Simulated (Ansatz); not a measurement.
CH₄BBrO, SMILES OBCBr, a rigid scan of one bond angle

Program: Ansatz 0.2.0 through its Python package.

At the Python prompt:
```pycon
>>> import ansatz as az
>>> from ase import Atoms
>>> atoms = Atoms(['O', 'B', 'C', 'Br', 'H', 'H', 'H', 'H'], positions=[
...     (-0.3998, 1.4944, -0.7053),
...     (0.0054, 0.6626, 0.3596),
...     (0.4724, -0.8071, 0.0263),
...     (-0.8771, -1.837, -0.7),
...     (-1.4239, 1.381, -0.7834),
...     (0.0507, 1.0892, 1.4674),
...     (0.8877, -1.289, 0.9777),
...     (1.3768, -0.7512, -0.6982),
... ])
>>> # start the scan from a relaxed geometry
>>> first = (
...     az.Crystal.molecule_from_ase(atoms).calculation()
...     .basis(gaussian='def2-SVP')
...     .functional('pbe')
...     .relax(force_tolerance=0.02, max_steps=80)
... )
>>> atoms.positions = first.run(threads=1).report['positions_ang']

>>> rows = []
>>> for angle in [90, 100, 110, 120, 135, 150, 165, 179]:
...     bent = atoms.copy()
...     bent.set_angle(1, 0, 4, angle, indices=[4])
...     calc = (
...         az.Crystal.molecule_from_ase(bent).calculation()
...         .basis(gaussian='def2-SVP')
...         .functional('pbe')
...     )
...     rows.append((angle, calc.run(threads=1).report['free_energy_ev']))
...
>>> floor = min(e for _, e in rows)
>>> for angle, e in rows:
...     print(f'angle B1-O0-H4 = {angle:3d} deg   {1000 * (e - floor):9.1f} meV')
...
angle B1-O0-H4 =  90 deg       286.3 meV
angle B1-O0-H4 = 100 deg        80.6 meV
angle B1-O0-H4 = 110 deg         0.0 meV
angle B1-O0-H4 = 120 deg        24.8 meV
angle B1-O0-H4 = 135 deg       199.7 meV
angle B1-O0-H4 = 150 deg       444.3 meV
angle B1-O0-H4 = 165 deg       654.5 meV
angle B1-O0-H4 = 179 deg       749.1 meV
```

The scan is rigid, and the energies are electronic, in a modest basis. The zero is the lowest point of the grid, which needn't be the minimum. The whole script took 54 s on 1 thread of Arm Neoverse V2, on a shared host, peak memory 0.22 GiB.

(Lines on the test bed's own set-up are left out of the output.)
